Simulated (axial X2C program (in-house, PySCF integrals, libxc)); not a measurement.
**LaO⁻: properties at the nuclei**

Aim: properties at the nuclei of LaO⁻, with spin–orbit coupling in the Hamiltonian from the start.

The runs use an in-house X2C program for linear molecules on PySCF integrals; two-component X2C with atomic mean-field terms, La dyall-cv3z, O dyall-av3z.

All values are calculated.

1 further run of the same task is left out (it didn't finish).

### 1 Input

File task.json:

```json
{"zs": [57, 8], "q": -1, "bas": ["dyall-cv3z", "dyall-av3z"], "r0": 1.96, "levels": ["PBE0", "HF", "r2SCAN", "TPSSh", "PBE"], "nst": 3}
```

Keys: zs atomic numbers; q charge; bas basis sets; r0 starting distance in Å; levels methods (HF also brings MP2); nst determinants followed.

Run with:

```bash
python soeom.py task.json out
```

Further steps of the session: Expectation values, lowest determinant; Expectation values, a higher determinant.

**Question.** What will these runs give? Wanted: lowest determinant; qzz La; qzz O; higher determinant; Eeff magnitude; Ws magnitude La; A∥/gI La (for each run or level that gives them).

The runs gave:

```
                                        quantity                                           value
                              lowest determinant                            Ω = 0 (closed shell)
                             qzz La (a.u.), PBE0                                           -2.47
                              qzz O (a.u.), PBE0                                           -0.30
                              higher determinant  Ω = 2 (excess of +ω over −ω: ω = 1/2, ω = 3/2)
Eeff magnitude (GV/cm), PBE0, higher determinant                                            5.21
 Ws magnitude La (kHz), PBE0, higher determinant                                            1.79
        A∥/gI La (MHz), PBE0, higher determinant                                             896
         qzz La (a.u.), PBE0, higher determinant                                           -1.63
```

What this shows: The expectation values come from single determinants, which for open shells can mix terms of unlike spin or miss the lowest Ω, so a determinant need not be a state. Eeff is the effective electric field on the electron dipole moment in this Ω state and Ws the scalar–pseudoscalar constant (defined with the proton number Z and per Ω); A∥ is the parallel hyperfine constant, which follows by multiplying with the nuclear g factor gI = μI/(I μN); qzz is the electric field gradient, eQq0 = 234.96 MHz × Q/barn × qzz. The operators were transformed with the bare-nucleus X2C matrices.
